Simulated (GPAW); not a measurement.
Input of a GPAW 26.7.0 run:

run.py

```python
from ase import Atoms
from ase.dft.bandgap import bandgap
from ase.io import write
from ase.units import GPa
from gpaw import GPAW, PW

atoms = Atoms(['Na', 'Cu'],
              cell=[[2.94223675, 0.0, 0.0],
                    [0.0, 2.94223675, 0.0],
                    [0.0, 0.0, 4.04091276]],
              scaled_positions=[[0.0, 0.0, 0.0],
                                [0.5, 0.5, 0.5]],
              pbc=True)

calc = GPAW(mode=PW(800),
            xc='MGGA_X_R2SCAN+MGGA_C_R2SCAN',
            kpts={'size': (9, 9, 7), 'gamma': True},
            occupations={'name': 'fermi-dirac', 'width': 0.05},
            nbands=19,
            convergence={'density': 1e-05, 'energy': 1e-05},
            maxiter=150,
            txt='gpaw.txt')
atoms.calc = calc
energy = atoms.get_potential_energy()
forces = atoms.get_forces()
stress = atoms.get_stress()
calc.write('gs.gpw')
write('result.traj', atoms)
print(f'Energy: {energy:.6f} eV')
print('Forces (eV/A):')
print(forces.round(4))
print('Stress (GPa):', (stress / GPa).round(3))
print('Fermi level:', round(calc.get_fermi_level(), 4), 'eV')
print(f'Gap: {bandgap(calc)[0]:.4f} eV, direct: {bandgap(calc, direct=True)[0]:.4f} eV')

path = atoms.cell.bandpath('GXMGZRAZ,XR,MA', npoints=60, eps=1e-4)
bs_calc = calc.fixed_density(kpts=path, symmetry='off', nbands=29,
                             convergence={'bands': 'CBM+6.0', 'eigenstates': 1e-6}, txt='bands.txt')
bs = bs_calc.band_structure()
bs.write('bs.json')
print(f'Gap on the path: {bandgap(bs_calc)[0]:.4f} eV')
```

Potentials or basis: GPAW PAW data sets (gpaw-data 1.2.1), pw.

Command:

```bash
$ OMP_NUM_THREADS=1 python run.py
```

(1) Predict the band gap along the path.

(2) Predict the pressure.

Answers

(1) none (metal or under the smearing width).

(2) 1.2 GPa.

Caveat: with this Cu data set, volumes or pressures lay over 1.5 % or 2 GPa off other programs in two to four cells of ten; the PAW data sets were made with another functional, which shifts forces and pressure a little.
